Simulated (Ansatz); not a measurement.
**CuF: one species, many methods**

One table from this session's results is given with a row withheld; the runs are named, their logs left out.

Program: Ansatz 0.2.0, Gaussian basis. Level of theory: functionals in def2-TZVPP, the program's frozen cores in correlated methods. These are calculated values, not measurements.

Levels to be run: LDA (SPW92), PBE-D4, revPBE-D4, BLYP-D4, r2SCAN-D4, B97M-V, PBE0-D4, B3LYP-D4, r2SCANh-D4, r2SCAN0-D4, HSE06-D4, BHLYP-D4, CAM-B3LYP-D4, LC-ωPBE, ωB97X-V, ωB97M-V, B2PLYP, PBE-QIDH; CCSD(T)/def2-SVP; CCSD(T)/def2-TZVPP; CCSD(T)/def2-QZVPP; extrapolation to the limit; RPA on PBE.

## The geometry

All runs share one geometry, relaxed beforehand with PBE0-D4 in a triple-zeta def2 set.

SMILES `[F][Cu]`, 2 atoms, charge 0, spin multiplicity 1.

Atoms are counted from 1 here; the program's logs count them from 0.

Bond lengths: F1–Cu2 1.765 Å.

Set-up of the first run:

File in.yaml:

```yaml
crystal:
  periodic: [false, false, false]
  atoms:
    - {symbol: F, position_ang: [0.765754, -0.299002, 0.379106]}
    - {symbol: Cu, position_ang: [-0.736354, 0.238902, -0.375106]}
basis:
  gaussian: {orbitals: def2-TZVPP}
hamiltonian: {xc: lda}
output: {orbitals: {seedname: orbitals}}
```

On the command line:

```bash
ansatz run in.yaml --threads 2 --pin off --events-out ev --progress --plain --max-ram 20480MiB --backend cpu
```

Steps of the session up to this table: LDA; PBE-D4 (GGA); revPBE-D4 (GGA); BLYP-D4 (GGA); r2SCAN-D4 (meta-GGA); B97M-V (meta-GGA); B3LYP-D4 (hybrid); r2SCANh-D4 (hybrid); r2SCAN0-D4 (hybrid); HSE06-D4 (hybrid); BHLYP-D4 (hybrid); CAM-B3LYP-D4 (range-separated); LC-ωPBE (range-separated); ωB97X-V (range-separated); ωB97M-V (range-separated); B2PLYP (double hybrid); PBE-QIDH (double hybrid).

One table of the session follows, with a row left open; its other results are not shown here.

It belongs to the step «Frontier levels by functional». 

```
  functional  HOMO (eV)  LUMO (eV)  gap (eV)
 LDA (SPW92)      -6.27      -4.31      1.95
      PBE-D4      -5.98      -4.06      1.92
   revPBE-D4      -5.88      -3.94      1.93
     BLYP-D4      -6.00      -4.17      1.83
   r2SCAN-D4      -6.01      -3.73      2.28
      B97M-V          ?          ?         ?
     PBE0-D4      -7.45      -2.96      4.49
    B3LYP-D4      -7.32      -3.44      3.88
  r2SCANh-D4      -6.60      -3.32      3.28
  r2SCAN0-D4      -7.53      -2.75      4.78
    HSE06-D4      -7.02      -3.33      3.70
    BHLYP-D4      -9.13      -2.20      6.93
CAM-B3LYP-D4      -9.10      -2.17      6.93
     LC-ωPBE     -10.31      -0.76      9.55
     ωB97X-V      -9.98      -0.91      9.07
     ωB97M-V     -10.02      -1.26      8.76
```

Estimate the missing values for B97M-V.

The run gave: HOMO (eV): -6.08; LUMO (eV): -3.94; gap (eV): 2.14. In the column «HOMO (eV)» it lies between LDA (SPW92) (-6.27) and r2SCAN-D4 (-6.01).
